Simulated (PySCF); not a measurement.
**RuNF: structure of the triplet**

Where does triplet RuNF go from a linear start, is the end point a minimum, and what are its modes, charges and moments?

Computed with PySCF 2.14.0. Level: PBE0, basis Ru def2-TZVP with ECP28, N def2-TZVP, F def2-TZVP, scalar-relativistic core potentials, no spin–orbit coupling, density fitting.

**1. Starting geometry**

3 atoms, charge 0, spin multiplicity 3.

Bond lengths: Ru1–N2 1.740 Å, Ru1–F3 1.890 Å. Angles: N2–Ru1–F3 180.0°.

Coordinates in bohr (charge 0 multiplicity 3):
```
Ru    0.0000    0.0000   -0.1617
N     0.0000    0.0000   -3.4498
F     0.0000    0.0000    3.4099
```

**2. Linear start, triplet: relaxation**

The steps below are one call of a driver around PySCF. For each, scf.py gives the equivalent set-up of the SCF; relaxations use the driver's own optimiser. Before each start the driver seeks the lowest SCF state from one or more starting densities and follows internal instabilities, so scf.py alone need not reach the same state.

The program finds C∞v symmetry in the start, which this walk keeps. The walk stops when the largest gradient is under 0.0003 Eh/bohr and the energy has settled too.

Input file scf.py:

```python
from pyscf import gto, scf, dft
mol = gto.M(atom='''
Ru     0.000000    -0.000000    -0.085553
N      0.000000    -0.000000    -1.825553
F      0.000000     0.000000     1.804447''',
    basis={'Ru': 'def2-TZVP', 'N': 'def2-TZVP', 'F': 'def2-TZVP'},
    ecp={'Ru': 'def2-TZVP'},
    charge=0, spin=2)
mf = dft.UKS(mol, xc='PBE0')
mf.grids.atom_grid = (50, 194)
aux = {'Ru': 'def2-universal-JKFIT', 'N': 'def2-universal-JKFIT', 'F': 'def2-universal-JKFIT'}
mf = mf.density_fit(auxbasis=aux)
mf.kernel()
```

The optimiser's trace:

```csv
step,energy (Eh),change (kJ/mol),largest symmetric gradient (Eh/bohr)
0,-249.319766,0.00,0.07949
1,-249.332006,-32.14,0.02337
2,-249.332059,-32.28,0.02113
3,-249.332416,-33.21,0.00132
4,-249.332417,-33.22,0.00006
```

The walk took 7.1 s on 4 threads, shared host.

Positions (Å) and forces (eV/Å) along the way:

```
step 0
Ru   0.000   0.000  -0.086   0.000   0.000  -4.087
N    0.000   0.000  -1.826   0.000   0.000   4.059
F    0.000   0.000   1.804   0.000   0.000   0.029
step 1
Ru   0.000   0.000  -0.125   0.000   0.000  -1.202
N    0.000   0.000  -1.752   0.000   0.000   1.000
F    0.000   0.000   1.770   0.000   0.000   0.202
step 2
Ru   0.000   0.000  -0.142   0.000   0.000   1.056
N    0.000   0.000  -1.731   0.000   0.000  -1.087
F    0.000   0.000   1.766   0.000   0.000   0.031
step 3
Ru   0.000   0.000  -0.135   0.000   0.000  -0.059
N    0.000   0.000  -1.743   0.000   0.000   0.068
F    0.000   0.000   1.771   0.000   0.000  -0.008
step 4
Ru   0.000   0.000  -0.135   0.000   0.000  -0.003
N    0.000   0.000  -1.742   0.000   0.000   0.003
F    0.000   0.000   1.771   0.000   0.000   0.000
```

End point (C∞v, 4 steps, 33.2 kJ/mol gained): Ru–F 1.906 Å, Ru–N 1.607 Å; F–Ru–N 180.0°.

**3. Is it a minimum? Harmonic modes**

On the finer grid the gradient is checked again; gradients at displacements of ±0.01 bohr then give force constants and infrared intensities.

scf.py, as its differences from that of step 2:

```diff
@@ -3,3 +3,3 @@
-Ru     0.000000    -0.000000    -0.085553
-N      0.000000    -0.000000    -1.825553
-F      0.000000     0.000000     1.804447''',
+Ru     0.000000     0.000000    -0.101692
+N      0.000000     0.000000    -1.708604
+F      0.000000    -0.000000     1.804575''',
@@ -10 +10 @@
-mf.grids.atom_grid = (50, 194)
+mf.grids.atom_grid = (75, 302)
```

This SCF starts from the last density.

SCF at the final geometry:

```text
init E= -249.332459322272
[... the frontier-level lines of each cycle are left out ...]
cycle= 1 E= -249.332459324525  delta_E= -2.25e-09  |g|= 1.58e-05  |ddm|= 6.39e-05
cycle= 2 E= -249.332459326777  delta_E= -2.25e-09  |g|= 1.59e-05  |ddm|= 6.4e-05
cycle= 3 E= -249.332459327196  delta_E= -4.19e-10  |g|= 1.58e-05  |ddm|= 1.19e-05
cycle= 4 E= -249.332459328126  delta_E= -9.29e-10  |g|= 1.58e-05  |ddm|= 2.64e-05
cycle= 5 E= -249.332459328782  delta_E= -6.56e-10  |g|= 1.58e-05  |ddm|= 1.86e-05
cycle= 6 E= -249.332459329289  delta_E= -5.07e-10  |g|= 1.57e-05  |ddm|= 1.44e-05
cycle= 7 E= -249.332459329704  delta_E= -4.15e-10  |g|= 1.57e-05  |ddm|= 1.18e-05
cycle= 8 E= -249.332459330053  delta_E= -3.49e-10  |g|= 1.57e-05  |ddm|= 9.93e-06
cycle= 9 E= -249.332459330356  delta_E= -3.03e-10  |g|= 1.57e-05  |ddm|= 8.59e-06
cycle= 10 E= -249.332459330623  delta_E= -2.67e-10  |g|= 1.57e-05  |ddm|= 7.58e-06
cycle= 11 E= -249.332459330862  delta_E= -2.39e-10  |g|= 1.57e-05  |ddm|= 6.78e-06
cycle= 12 E= -249.332459331697  delta_E= -8.35e-10  |g|= 1.57e-05  |ddm|= 2.37e-05
cycle= 13 E= -249.332459331922  delta_E= -2.25e-10  |g|= 1.57e-05  |ddm|= 6.39e-06
cycle= 14 E= -249.332459332394  delta_E= -4.72e-10  |g|= 1.57e-05  |ddm|= 1.34e-05
cycle= 15 E= -249.332459332821  delta_E= -4.27e-10  |g|= 1.57e-05  |ddm|= 1.21e-05
cycle= 16 E= -249.332459333225  delta_E= -4.04e-10  |g|= 1.57e-05  |ddm|= 1.15e-05
cycle= 17 E= -249.332459333618  delta_E= -3.93e-10  |g|= 1.57e-05  |ddm|= 1.12e-05
cycle= 18 E= -249.33245933401  delta_E= -3.92e-10  |g|= 1.57e-05  |ddm|= 1.11e-05
cycle= 19 E= -249.332459334406  delta_E= -3.96e-10  |g|= 1.57e-05  |ddm|= 1.12e-05
cycle= 20 E= -249.332459334811  delta_E= -4.05e-10  |g|= 1.57e-05  |ddm|= 1.15e-05
cycle= 21 E= -249.33245933523  delta_E= -4.19e-10  |g|= 1.57e-05  |ddm|= 1.19e-05
cycle= 22 E= -249.332459335667  delta_E= -4.37e-10  |g|= 1.57e-05  |ddm|= 1.24e-05
cycle= 23 E= -249.332459336063  delta_E= -3.97e-10  |g|= 1.57e-05  |ddm|= 1.13e-05
cycle= 24 E= -249.332459336477  delta_E= -4.14e-10  |g|= 1.57e-05  |ddm|= 1.18e-05
cycle= 25 E= -249.332459336886  delta_E= -4.09e-10  |g|= 1.57e-05  |ddm|= 1.16e-05
cycle= 26 E= -249.332459337292  delta_E= -4.06e-10  |g|= 1.57e-05  |ddm|= 1.15e-05
cycle= 27 E= -249.332459337699  delta_E= -4.07e-10  |g|= 1.57e-05  |ddm|= 1.15e-05
cycle= 28 E= -249.332459338107  delta_E= -4.08e-10  |g|= 1.57e-05  |ddm|= 1.16e-05
cycle= 29 E= -249.332459338517  delta_E= -4.1e-10  |g|= 1.57e-05  |ddm|= 1.16e-05
cycle= 30 E= -249.332459338927  delta_E= -4.1e-10  |g|= 1.57e-05  |ddm|= 1.17e-05
cycle= 31 E= -249.33245933934  delta_E= -4.12e-10  |g|= 1.57e-05  |ddm|= 1.17e-05
cycle= 32 E= -249.33245933975  delta_E= -4.11e-10  |g|= 1.57e-05  |ddm|= 1.17e-05
cycle= 33 E= -249.332459340159  delta_E= -4.09e-10  |g|= 1.57e-05  |ddm|= 1.16e-05
cycle= 34 E= -249.332459340568  delta_E= -4.09e-10  |g|= 1.57e-05  |ddm|= 1.16e-05
cycle= 35 E= -249.332459340977  delta_E= -4.1e-10  |g|= 1.57e-05  |ddm|= 1.16e-05
cycle= 36 E= -249.332459341387  delta_E= -4.09e-10  |g|= 1.57e-05  |ddm|= 1.16e-05
cycle= 37 E= -249.332459341797  delta_E= -4.1e-10  |g|= 1.57e-05  |ddm|= 1.16e-05
cycle= 38 E= -249.332459342206  delta_E= -4.09e-10  |g|= 1.57e-05  |ddm|= 1.16e-05
cycle= 39 E= -249.332459342615  delta_E= -4.09e-10  |g|= 1.57e-05  |ddm|= 1.16e-05
cycle= 40 E= -249.332459343026  delta_E= -4.11e-10  |g|= 1.57e-05  |ddm|= 1.16e-05
cycle= 41 E= -249.332459343434  delta_E= -4.08e-10  |g|= 1.57e-05  |ddm|= 1.16e-05
cycle= 42 E= -249.332459343845  delta_E= -4.1e-10  |g|= 1.57e-05  |ddm|= 1.16e-05
cycle= 43 E= -249.332459344254  delta_E= -4.09e-10  |g|= 1.57e-05  |ddm|= 1.16e-05
cycle= 44 E= -249.332459344664  delta_E= -4.1e-10  |g|= 1.57e-05  |ddm|= 1.16e-05
cycle= 45 E= -249.332459345073  delta_E= -4.1e-10  |g|= 1.57e-05  |ddm|= 1.16e-05
cycle= 46 E= -249.332459345482  delta_E= -4.09e-10  |g|= 1.57e-05  |ddm|= 1.16e-05
cycle= 47 E= -249.332459345892  delta_E= -4.1e-10  |g|= 1.57e-05  |ddm|= 1.16e-05
cycle= 48 E= -249.332459346302  delta_E= -4.09e-10  |g|= 1.57e-05  |ddm|= 1.16e-05
cycle= 49 E= -249.332459346711  delta_E= -4.1e-10  |g|= 1.57e-05  |ddm|= 1.16e-05
cycle= 50 E= -249.332459347121  delta_E= -4.09e-10  |g|= 1.57e-05  |ddm|= 1.16e-05
cycle= 51 E= -249.332459347531  delta_E= -4.1e-10  |g|= 1.57e-05  |ddm|= 1.16e-05
cycle= 52 E= -249.33245934794  delta_E= -4.1e-10  |g|= 1.57e-05  |ddm|= 1.16e-05
cycle= 53 E= -249.332459348349  delta_E= -4.08e-10  |g|= 1.57e-05  |ddm|= 1.16e-05
cycle= 54 E= -249.33245934876  delta_E= -4.11e-10  |g|= 1.57e-05  |ddm|= 1.16e-05
cycle= 55 E= -249.332459349169  delta_E= -4.1e-10  |g|= 1.57e-05  |ddm|= 1.16e-05
cycle= 56 E= -249.332459349579  delta_E= -4.09e-10  |g|= 1.57e-05  |ddm|= 1.16e-05
cycle= 57 E= -249.332459349988  delta_E= -4.09e-10  |g|= 1.57e-05  |ddm|= 1.16e-05
cycle= 58 E= -249.332459350397  delta_E= -4.1e-10  |g|= 1.57e-05  |ddm|= 1.16e-05
cycle= 59 E= -249.332459350807  delta_E= -4.09e-10  |g|= 1.57e-05  |ddm|= 1.16e-05
cycle= 60 E= -249.332459351216  delta_E= -4.1e-10  |g|= 1.57e-05  |ddm|= 1.16e-05
SCF not converged.
init E= -249.332459322272
cycle= 1 E= -249.332459323083  delta_E= -8.11e-10  |g|= 1.42e-05  |ddm|= 2.3e-05
cycle= 2 E= -249.332459323884  delta_E= -8.01e-10  |g|= 1.4e-05  |ddm|= 2.28e-05
cycle= 3 E= -249.332459325251  delta_E= -1.37e-09  |g|= 1.42e-05  |ddm|= 3.93e-05
cycle= 4 E= -249.332459326419  delta_E= -1.17e-09  |g|= 1.37e-05  |ddm|= 3.3e-05
cycle= 5 E= -249.332459327062  delta_E= -6.43e-10  |g|= 1.4e-05  |ddm|= 1.82e-05
cycle= 6 E= -249.332459327308  delta_E= -2.46e-10  |g|= 1.47e-05  |ddm|= 7.12e-06
cycle= 7 E= -249.33245932741  delta_E= -1.02e-10  |g|= 1.51e-05  |ddm|= 3.04e-06
cycle= 8 E= -249.33245932735  delta_E= 6.04e-11  |g|= 1.55e-05  |ddm|= 1.83e-06
cycle= 9 E= -249.332459327273  delta_E= 7.69e-11  |g|= 1.56e-05  |ddm|= 2.18e-06
cycle= 10 E= -249.332459326988  delta_E= 2.84e-10  |g|= 1.62e-05  |ddm|= 8.02e-06
cycle= 11 E= -249.332459327007  delta_E= -1.84e-11  |g|= 1.55e-05  |ddm|= 8.49e-07
cycle= 12 E= -249.332459327074  delta_E= -6.72e-11  |g|= 1.53e-05  |ddm|= 1.94e-06
cycle= 13 E= -249.332459327856  delta_E= -7.82e-10  |g|= 1.4e-05  |ddm|= 2.22e-05
cycle= 14 E= -249.332459328536  delta_E= -6.8e-10  |g|= 1.4e-05  |ddm|= 1.93e-05
cycle= 15 E= -249.332459329369  delta_E= -8.33e-10  |g|= 1.39e-05  |ddm|= 2.37e-05
cycle= 16 E= -249.332459330337  delta_E= -9.68e-10  |g|= 1.37e-05  |ddm|= 2.75e-05
cycle= 17 E= -249.332459331382  delta_E= -1.05e-09  |g|= 1.37e-05  |ddm|= 2.97e-05
cycle= 18 E= -249.332459332304  delta_E= -9.22e-10  |g|= 1.38e-05  |ddm|= 2.61e-05
cycle= 19 E= -249.332459333166  delta_E= -8.62e-10  |g|= 1.38e-05  |ddm|= 2.44e-05
cycle= 20 E= -249.332459333937  delta_E= -7.72e-10  |g|= 1.39e-05  |ddm|= 2.19e-05
cycle= 21 E= -249.332459334555  delta_E= -6.17e-10  |g|= 1.41e-05  |ddm|= 1.75e-05
cycle= 22 E= -249.332459334973  delta_E= -4.19e-10  |g|= 1.44e-05  |ddm|= 1.19e-05
cycle= 23 E= -249.332459334129  delta_E= 8.44e-10  |g|= 1.76e-05  |ddm|= 2.38e-05
cycle= 24 E= -249.332459334468  delta_E= -3.39e-10  |g|= 1.49e-05  |ddm|= 9.46e-06
cycle= 25 E= -249.332459334144  delta_E= 3.23e-10  |g|= 1.62e-05  |ddm|= 9.06e-06
cycle= 26 E= -249.332459334244  delta_E= -1e-10  |g|= 1.53e-05  |ddm|= 2.85e-06
cycle= 27 E= -249.332459334535  delta_E= -2.91e-10  |g|= 1.48e-05  |ddm|= 8.25e-06
cycle= 28 E= -249.332459334939  delta_E= -4.04e-10  |g|= 1.45e-05  |ddm|= 1.15e-05
cycle= 29 E= -249.33245933543  delta_E= -4.9e-10  |g|= 1.43e-05  |ddm|= 1.39e-05
cycle= 30 E= -249.332459336223  delta_E= -7.93e-10  |g|= 1.39e-05  |ddm|= 2.26e-05
cycle= 31 E= -249.332459337102  delta_E= -8.79e-10  |g|= 1.38e-05  |ddm|= 2.5e-05
cycle= 32 E= -249.332459338072  delta_E= -9.7e-10  |g|= 1.37e-05  |ddm|= 2.76e-05
cycle= 33 E= -249.332459339177  delta_E= -1.11e-09  |g|= 1.37e-05  |ddm|= 3.14e-05
cycle= 34 E= -249.332459340144  delta_E= -9.67e-10  |g|= 1.37e-05  |ddm|= 2.74e-05
cycle= 35 E= -249.332459341066  delta_E= -9.22e-10  |g|= 1.38e-05  |ddm|= 2.61e-05
cycle= 36 E= -249.33245934196  delta_E= -8.94e-10  |g|= 1.38e-05  |ddm|= 2.54e-05
cycle= 37 E= -249.332459342901  delta_E= -9.41e-10  |g|= 1.38e-05  |ddm|= 2.67e-05
cycle= 38 E= -249.332459344376  delta_E= -1.47e-09  |g|= 1.37e-05  |ddm|= 4.21e-05
cycle= 39 E= -249.332459346047  delta_E= -1.67e-09  |g|= 1.38e-05  |ddm|= 4.77e-05
cycle= 40 E= -249.33245934729  delta_E= -1.24e-09  |g|= 1.36e-05  |ddm|= 3.51e-05
cycle= 41 E= -249.332459348167  delta_E= -8.77e-10  |g|= 1.38e-05  |ddm|= 2.47e-05
cycle= 42 E= -249.332459348467  delta_E= -3.01e-10  |g|= 1.45e-05  |ddm|= 8.7e-06
cycle= 43 E= -249.332459347794  delta_E= 6.74e-10  |g|= 1.71e-05  |ddm|= 1.91e-05
cycle= 44 E= -249.3324593475  delta_E= 2.93e-10  |g|= 1.64e-05  |ddm|= 8.52e-06
cycle= 45 E= -249.332459347482  delta_E= 1.82e-11  |g|= 1.56e-05  |ddm|= 1.08e-06
cycle= 46 E= -249.332459347514  delta_E= -3.19e-11  |g|= 1.54e-05  |ddm|= 9.53e-07
cycle= 47 E= -249.332459347546  delta_E= -3.18e-11  |g|= 1.53e-05  |ddm|= 8.95e-07
cycle= 48 E= -249.332459348013  delta_E= -4.67e-10  |g|= 1.45e-05  |ddm|= 1.33e-05
cycle= 49 E= -249.33245934868  delta_E= -6.67e-10  |g|= 1.41e-05  |ddm|= 1.9e-05
cycle= 50 E= -249.332459349239  delta_E= -5.59e-10  |g|= 1.42e-05  |ddm|= 1.59e-05
cycle= 51 E= -249.332459349884  delta_E= -6.45e-10  |g|= 1.41e-05  |ddm|= 1.83e-05
cycle= 52 E= -249.33245935071  delta_E= -8.26e-10  |g|= 1.39e-05  |ddm|= 2.35e-05
cycle= 53 E= -249.332459351665  delta_E= -9.55e-10  |g|= 1.38e-05  |ddm|= 2.72e-05
cycle= 54 E= -249.332459352622  delta_E= -9.57e-10  |g|= 1.37e-05  |ddm|= 2.72e-05
cycle= 55 E= -249.332459353707  delta_E= -1.09e-09  |g|= 1.37e-05  |ddm|= 3.09e-05
cycle= 56 E= -249.332459354746  delta_E= -1.04e-09  |g|= 1.37e-05  |ddm|= 2.95e-05
cycle= 57 E= -249.33245935574  delta_E= -9.94e-10  |g|= 1.37e-05  |ddm|= 2.82e-05
cycle= 58 E= -249.332459356737  delta_E= -9.98e-10  |g|= 1.37e-05  |ddm|= 2.83e-05
cycle= 59 E= -249.33245935808  delta_E= -1.34e-09  |g|= 1.36e-05  |ddm|= 3.83e-05
cycle= 60 E= -249.332459359299  delta_E= -1.22e-09  |g|= 1.36e-05  |ddm|= 3.46e-05
cycle= 61 E= -249.332459360312  delta_E= -1.01e-09  |g|= 1.37e-05  |ddm|= 2.86e-05
cycle= 62 E= -249.332459361513  delta_E= -1.2e-09  |g|= 1.36e-05  |ddm|= 3.42e-05
cycle= 63 E= -249.332459362923  delta_E= -1.41e-09  |g|= 1.37e-05  |ddm|= 4.01e-05
cycle= 64 E= -249.332459364082  delta_E= -1.16e-09  |g|= 1.36e-05  |ddm|= 3.28e-05
cycle= 65 E= -249.332459365571  delta_E= -1.49e-09  |g|= 1.37e-05  |ddm|= 4.24e-05
cycle= 66 E= -249.332459366107  delta_E= -5.36e-10  |g|= 1.41e-05  |ddm|= 1.51e-05
cycle= 67 E= -249.332459368275  delta_E= -2.17e-09  |g|= 1.44e-05  |ddm|= 6.26e-05
cycle= 68 E= -249.332459371601  delta_E= -3.33e-09  |g|= 1.79e-05  |ddm|= 9.66e-05
cycle= 69 E= -249.332459372904  delta_E= -1.3e-09  |g|= 1.37e-05  |ddm|= 3.51e-05
cycle= 70 E= -249.33245937111  delta_E= 1.79e-09  |g|= 2.06e-05  |ddm|= 5.14e-05
cycle= 71 E= -249.332459369674  delta_E= 1.44e-09  |g|= 2.05e-05  |ddm|= 4.08e-05
cycle= 72 E= -249.332459369514  delta_E= 1.6e-10  |g|= 1.64e-05  |ddm|= 6.57e-06
cycle= 73 E= -249.332459369382  delta_E= 1.32e-10  |g|= 1.59e-05  |ddm|= 3.99e-06
cycle= 74 E= -249.332459369513  delta_E= -1.31e-10  |g|= 1.52e-05  |ddm|= 3.85e-06
cycle= 75 E= -249.332459370273  delta_E= -7.6e-10  |g|= 1.4e-05  |ddm|= 2.16e-05
cycle= 76 E= -249.332459370673  delta_E= -3.99e-10  |g|= 1.44e-05  |ddm|= 1.14e-05
cycle= 77 E= -249.3324593718  delta_E= -1.13e-09  |g|= 1.37e-05  |ddm|= 3.22e-05
cycle= 78 E= -249.332459372434  delta_E= -6.33e-10  |g|= 1.4e-05  |ddm|= 1.79e-05
cycle= 79 E= -249.332459373032  delta_E= -5.98e-10  |g|= 1.41e-05  |ddm|= 1.7e-05
cycle= 80 E= -249.332459374125  delta_E= -1.09e-09  |g|= 1.37e-05  |ddm|= 3.12e-05
SCF not converged.
macro= 0  E= -249.3324526516  delta_E= 6.72252e-06  |g|= 1.36903e-05  2 KF 14 JK
macro= 1  E= -249.332462448885  delta_E= -9.79728e-06  |g|= 1.63678e-05  3 KF 11 JK
macro= 2  E= -249.332462493118  delta_E= -4.42324e-08  |g|= 1.8139e-05  1 KF 13 JK
macro= 3  E= -249.33246249497  delta_E= -1.85184e-09  |g|= 7.44155e-05  1 KF 3 JK
macro= 4  E= -249.33246249497  delta_E= -1.13687e-13  |g|= 3.38282e-06  1 KF 2 JK
macro X = 5  E=-249.33246249497  |g|= 3.38282e-06  total 9 KF 49 JK
converged SCF energy = -249.33246249497  <S^2> = 2.0420619  2S+1 = 3.0279114
```

The whole step took 38 s.

Geometry: C∞v; Ru–F 1.906 Å, Ru–N 1.607 Å; F–Ru–N 180.0°.

Modes, for the most abundant isotopes:

| ω (cm⁻¹) | IR (km/mol) | type |
| --- | --- | --- |
| 164i | 8.5 | bend |
| 164i | 8.5 | bend |
| 619 | 129 | stretch |
| 1111 | 79.3 | stretch |

2 modes are imaginary, the largest at 164i cm⁻¹: a saddle point, not a minimum.

The SCF density has lower symmetry than the nuclear frame, so the modes carry no labels; pairs that should be degenerate can split.

Constants and moments:

```
Dipole moment                                                   : 1.35 D
Highest occupied level                                          : -6.96 eV
Lowest empty level                                              : -4.27 eV
Rotational constants                                            : 0.1624 cm⁻¹
Zero-point energy (real modes)                                  : 10.3 kJ/mol
Principal polarisabilities                                      : 34.1, 34.1, 51.6 bohr³
Atomisation energy without zero-point energy                    : 835 kJ/mol
Principal traceless quadrupole moments about the centre of mass : -10.39, 5.20, 5.20 D Å
Spin squared ⟨S²⟩                                               : 2.042
```

Populations by atom (charges in e):

```
atom  Mulliken  Löwdin  polar tensor  spin (Mulliken)  Mayer order to Ru1
 Ru1      0.89    0.59          1.09             2.14                   –
  N2     -0.36   -0.20         -0.40            -0.12                2.68
  F3     -0.53   -0.39         -0.68            -0.01                0.66
```

Outer orbital energies (eV). α occupied: -12.44, -12.44, -10.38, -10.35, -10.35, -10.22, -9.48, -6.96; empty: -3.33, -3.33, 0.13, 0.13. β occupied: -22.18, -12.91, -12.05, -12.05, -10.37, -10.37, -9.61, -8.66; empty: -4.27, -3.65, -2.89, -2.89.

Mulliken populations on Ru1 (outside its core potential): s 2.70, p 6.10, d 6.28, f 0.02.

**4. Leaving the saddle point**

The start is the last point, displaced along its most imaginary mode.

The program finds Cs symmetry in the start, which this walk keeps. The walk stops when the largest gradient is under 0.0003 Eh/bohr and the energy has settled too.

scf.py, as its differences from that of step 3:

```diff
@@ -3,3 +3,3 @@
-Ru     0.000000     0.000000    -0.101692
-N      0.000000     0.000000    -1.708604
-F      0.000000    -0.000000     1.804575''',
+Ru    -0.000724    -0.030381    -0.101658
+N      0.002859     0.119966    -1.708571
+F      0.001776     0.074537     1.804608''',
@@ -10 +10 @@
-mf.grids.atom_grid = (75, 302)
+mf.grids.atom_grid = (50, 194)
```

Steps of the walk:

```csv
step,energy (Eh),change (kJ/mol),largest symmetric gradient (Eh/bohr)
0,-249.333056,0.00,0.00991
1,-249.333576,-1.37,0.00705
2,-249.338337,-13.87,0.00543
3,-249.338244,-13.62,0.02061
4,-249.338848,-15.21,0.00631
5,-249.338922,-15.40,0.00444
6,-249.338977,-15.55,0.00039
7,-249.338977,-15.55,0.00002
```

The walk took 16 s.

After 7 steps and 15.5 kJ/mol it ends at Cs: Ru–F 1.880 Å, Ru–N 1.588 Å; F–Ru–N 141.1°.

**5. Hessian and properties**

The same treatment as at the point before.

scf.py, as its differences from that of step 4:

```diff
@@ -3,3 +3,3 @@
-Ru    -0.000724    -0.030381    -0.101658
-N      0.002859     0.119966    -1.708571
-F      0.001776     0.074537     1.804608''',
+Ru    -0.003242    -0.136034    -0.101255
+N      0.011071     0.464527    -1.571223
+F      0.009465     0.397130     1.701977''',
@@ -10 +10 @@
-mf.grids.atom_grid = (50, 194)
+mf.grids.atom_grid = (75, 302)
```

Log of the central SCF (cycles and frontier levels):

```text
init E= -249.33889994625
[... the frontier-level lines of each cycle are left out ...]
cycle= 1 E= -249.338899946385  delta_E= -1.35e-10  |g|= 1.06e-05  |ddm|= 1.94e-05
cycle= 2 E= -249.33889994595  delta_E= 4.35e-10  |g|= 4.1e-05  |ddm|= 2.9e-05
cycle= 3 E= -249.338899946594  delta_E= -6.44e-10  |g|= 4.17e-06  |ddm|= 1.86e-05
cycle= 4 E= -249.338899946695  delta_E= -1.01e-10  |g|= 3.97e-06  |ddm|= 1.2e-05
cycle= 5 E= -249.33889994703  delta_E= -3.35e-10  |g|= 3.97e-06  |ddm|= 4.13e-05
cycle= 6 E= -249.338899947157  delta_E= -1.27e-10  |g|= 3.8e-06  |ddm|= 1.57e-05
cycle= 7 E= -249.338899947094  delta_E= 6.35e-11  |g|= 3.79e-06  |ddm|= 7.94e-06
Extra cycle  E= -249.338899947228  delta_E= -1.34e-10  |g|= 3.81e-06  |ddm|= 1.65e-05
converged SCF energy = -249.338899947228  <S^2> = 2.0258963  2S+1 = 3.0172148
```

The whole step took 31 s.

Geometry: Cs; Ru–F 1.880 Å, Ru–N 1.588 Å; F–Ru–N 141.3°.

Modes, for the most abundant isotopes:

```json
{"symmetry": "a'", "ω (cm⁻¹)": "182", "IR (km/mol)": "8.6", "μ (u)": "18.44"}
{"symmetry": "a'", "ω (cm⁻¹)": "633", "IR (km/mol)": "115", "μ (u)": "21.43"}
{"symmetry": "a'", "ω (cm⁻¹)": "1163", "IR (km/mol)": "94.0", "μ (u)": "15.66"}
```

Every mode is real; the point is a minimum.

Constants and moments:

* Dipole moment: 1.62 D
* Highest occupied level: -6.80 eV
* Lowest empty level: -4.06 eV
* Rotational constants: 2.186, 0.1856, 0.171 cm⁻¹
* Zero-point energy: 11.8 kJ/mol
* Principal polarisabilities: 33.8, 35.2, 49.6 bohr³
* Atomisation energy without zero-point energy: 852 kJ/mol
* Principal traceless quadrupole moments about the centre of mass: -7.78, 3.42, 4.36 D Å
* Entropy at 298.15 K and 1 bar (electronic part: spin only): 285.5 J/(mol K)
* Heat capacity Cp at 298.15 K: 46.0 J/(mol K)
* Enthalpy at 298.15 K above 0 K: 11.89 kJ/mol
* Rotational symmetry number: 1
* Spin squared ⟨S²⟩: 2.026

Populations by atom (charges in e):

```csv
atom,Mulliken,Löwdin,polar tensor,spin (Mulliken),Mayer order to Ru1
Ru1,0.95,0.56,1.10,1.99,–
N2,-0.41,-0.20,-0.44,-0.01,2.72
F3,-0.54,-0.36,-0.66,0.02,0.66
```

Mulliken populations on Ru1 (outside its core potential): s 2.60, p 6.14, d 6.29, f 0.02.

**6. The points found, side by side**

| spin | group | bonds | imaginary modes (cm⁻¹) | ΔE (kJ/mol) | with zero-point energy |
| --- | --- | --- | --- | --- | --- |
| triplet | Cs | Ru–F 1.880 Å, Ru–N 1.588 Å | none | 0.0 | 0.0 |
| triplet | C∞v (density of lower symmetry) | Ru–F 1.906 Å, Ru–N 1.607 Å | 164i, 164i | 16.9 | – |

[end of part 1 of 2]
